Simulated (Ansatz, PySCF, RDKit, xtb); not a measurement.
# C5H4BrNO2: which of the isomers drawn lies lowest?

A sample of isomers of C5H4BrNO2 is drawn. Aim: find which of them has the lowest free energy at 298.15 K, then its properties. The sample is small against all isomers, and the most stable one of this formula need not be in it.

Plan: many cheap relaxations first (GFN2-xTB), then density-functional screening, relaxation at B3LYP/def2-SVP, vibrations (at GFN2-xTB) and a final energy. The numbers are computed, not measured.

## 1. Drawing up candidates

Isomers were taken from a list of plausible structures; this is a sample, not all of them. That gives 5 candidates.

```
label                 SMILES     spin
 c010    O=C1C=C(Br)NC(=O)C1  singlet
 c073      Nc1cc(=O)c(Br)co1  singlet
 c250  CO[C@H](C#N)C(Br)=C=O  singlet
 c309      C=C(Br)OC(=O)CC#N  singlet
 c632    N#C[C@]1(CBr)COC1=O  singlet
```

Candidates are built by distance geometry, with a force field where one applies, in up to four conformers (letters a to d).

Q: Predict the outcome of this search (final energies at CCSD(T)/def2-SVP + MP2/def2-TZVPP - MP2/def2-SVP).

| quantity | value |
| --- | --- |
| lowest structure found | O=C1C=C(Br)NC(=O)C1, singlet |
| next finalist | Nc1cc(=O)c(Br)co1, singlet, 15.3 kcal/mol higher in G |
| share at equilibrium, among the finalists | 100.0 % |
| dipole moment (PBE0/def2-SVPD) | 3.11 D |
| HOMO energy (PBE0/def2-SVPD) | -7.61 eV |
| LUMO energy (PBE0/def2-SVPD) | -2.36 eV |
| HOMO–LUMO gap (PBE0/def2-SVPD) | 5.25 eV |
| lowest excitation (TD-PBE0/def2-SVPD) | 3.62 eV (f = 0.000) |
| strongest of the states computed, same level | 4.52 eV (f = 0.188) |
| lowest triplet excitation, same level, Tamm-Dancoff | 3.04 eV |
| vertical ionisation energy | 9.35 eV |
| vertical electron affinity | 0.69 eV |
| vertical triplet less singlet | +3.04 eV |

The search ends on `O=C1C=C(Br)NC(=O)C1`. The margin of 15.3 kcal/mol over the next finalist is beyond the usual error of the last level; it says nothing of structures that weren't ranked. GFN2-xTB, r2SCAN-D4/def2-SVP, B3LYP/def2-SVP, HF/def2-SVP and MP2/def2-SVP already put its bonding pattern lowest among the structures in one piece; HF/STO-3G favours the singlet N#C[C@]1(CBr)COC1=O (c632a, not a finalist). It still has an imaginary mode, so it is no strict minimum; a nearby shape lies a little lower. The search is not exhaustive (a finite list of starts, one conformer a finalist), so a lower isomer can't be ruled out. Only 5 drawn patterns were tried, so whole families of isomers are missing, and the result ranks this sample alone.
